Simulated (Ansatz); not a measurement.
# MnHg3: the cost of one run

Method: DFT PBE, scalar-relativistic, plane waves, PAW, in Ansatz 0.2.0.

1 further run of the same task is left out (it didn't finish).

### Step 1. Starting point

Symmetry: Pm-3m, No. 221, cubic system. Conventional cell: a = 4.418 Å, b = 4.418 Å, c = 4.418 Å, α = 90.00°, β = 90.00°, γ = 90.00°. Mn (site symmetry m-3m) has 12 Hg at 3.12 Å as nearest neighbours. Hg (site symmetry 4/mmm) is surrounded by 4 Mn at 3.12 Å and 8 Hg at 3.12 Å.

Structure file:

```cif
data_structure
_symmetry_space_group_name_H-M 'Pm-3m'
_symmetry_Int_Tables_number 221
_cell_length_a 4.4181
_cell_length_b 4.4181
_cell_length_c 4.4181
_cell_angle_alpha 90.000
_cell_angle_beta 90.000
_cell_angle_gamma 90.000
_cell_volume 86.24
loop_
_atom_site_label
_atom_site_type_symbol
_atom_site_symmetry_multiplicity
_atom_site_Wyckoff_symbol
_atom_site_fract_x
_atom_site_fract_y
_atom_site_fract_z
_atom_site_occupancy
Mn1 Mn 1 a 0.00000 0.00000 0.00000 1
Hg1 Hg 3 c 0.00000 0.50000 0.50000 1
```

(A quick probe on a coarse mesh, which set the mesh and smearing, is not shown.)

### Step 3. The relaxation

input.yaml

```yaml
crystal:
  lattice:
    - [4.4181193611, 0.0, 0.0]
    - [0.0, 4.4181193611, 0.0]
    - [0.0, 0.0, 4.4181193611]
  atoms:
    - { symbol: Mn, position: [0.0, 0.0, 0.0], spin: 4.53 }
    - { symbol: Hg, position: [0.0, 0.5, 0.5] }
    - { symbol: Hg, position: [0.5, 0.0, 0.5] }
    - { symbol: Hg, position: [0.5, 0.5, 0.0] }
basis:
  ecutwfc: 420
kpoints:
  mp_grid: { grid: [10, 10, 10] }
hamiltonian:
  xc: pbe
scf:
  occupations: { method: gaussian, width: 0.1 }
output:
  forces: true
  stress: true
  eigenvalues: true
  populations: true
magnetization:
  spin_polarized: true
relax:
  adjacent_minimum: "off"
  f_tol: 0.01
  max_steps: 80
  cell: { stress_tol: 0.05 }
```

Run with:

```
$ ansatz run input.yaml --threads 1 --pin off --max-ram 2560MiB --backend cpu --events-out ev --progress --plain --runs-dir out
```

Q: Estimate wall time and peak memory on 1 thread of Arm Neoverse V2, shared host.

About 89 s, with a peak of 0.59 GiB.
